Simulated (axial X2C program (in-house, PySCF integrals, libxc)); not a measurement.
**A two-component session on RuAl: properties at the nuclei**

Aim: properties at the nuclei of RuAl, with spin–orbit coupling in the Hamiltonian from the start.

Computed with an in-house X2C program for linear molecules on PySCF integrals. Level: two-component X2C with atomic mean-field terms, Ru dyall-cv3z, Al dyall-v3z.

All values are calculated.

## 1. Input

File task.json:

```json
{
 "zs": [
  44,
  13
 ],
 "q": 0,
 "bas": [
  "dyall-cv3z",
  "dyall-v3z"
 ],
 "r0": 2.51,
 "levels": [
  "PBE0",
  "HF",
  "BP86",
  "LDA",
  "BHandHLYP"
 ],
 "nst": 3
}
```

Keys: zs atomic numbers; q charge; bas basis sets; r0 starting distance in Å; levels methods (HF also brings MP2); nst determinants followed.

Launch:

```sh
python soeom.py task.json out
```

The runs that follow: Expectation values, lowest determinant; Expectation values, a higher determinant; Expectation values, a higher determinant.

What does the calculation give? Wanted: lowest determinant; Eeff magnitude; Ws magnitude Ru; A∥/gI Ru; qzz Ru; higher determinant (for each run or level that gives them).

**Answer**, as computed:

```
                                        quantity                                                       value
                              lowest determinant  Ω = 3/2 (excess of +ω over −ω: ω = 1/2, ω = -3/2, ω = 5/2)
                    Eeff magnitude (GV/cm), PBE0                                                      0.0492
                     Ws magnitude Ru (kHz), PBE0                                                      0.0337
                            A∥/gI Ru (MHz), PBE0                                                        1280
                             qzz Ru (a.u.), PBE0                                                       -4.47
                              higher determinant        Ω = 7/2 (excess of +ω over −ω: 2 × ω = 1/2, ω = 5/2)
Eeff magnitude (GV/cm), PBE0, higher determinant                                                        1.15
 Ws magnitude Ru (kHz), PBE0, higher determinant                                                       0.142
        A∥/gI Ru (MHz), PBE0, higher determinant                                                         840
         qzz Ru (a.u.), PBE0, higher determinant                                                        1.14
                              higher determinant                     Ω = 5/2 (excess of +ω over −ω: ω = 5/2)
Eeff magnitude (GV/cm), PBE0, higher determinant                                                       0.305
 Ws magnitude Ru (kHz), PBE0, higher determinant                                                      0.0903
        A∥/gI Ru (MHz), PBE0, higher determinant                                                       -61.5
         qzz Ru (a.u.), PBE0, higher determinant                                                        0.17
```

In the first state, the effective field runs from 0.0492 to 3.87 GV/cm over the mean-field levels, so the levels don't agree on it. The expectation values come from single determinants, which for open shells can mix terms of unlike spin or miss the lowest Ω, so a determinant need not be a state. Eeff is the effective electric field on the electron dipole moment in this Ω state and Ws the scalar–pseudoscalar constant (defined with the proton number Z and per Ω); A∥ is the parallel hyperfine constant, which follows by multiplying with the nuclear g factor gI = μI/(I μN); qzz is the electric field gradient, eQq0 = 234.96 MHz × Q/barn × qzz; μ is positive if Al is the positive end. The operators were transformed with the bare-nucleus X2C matrices.
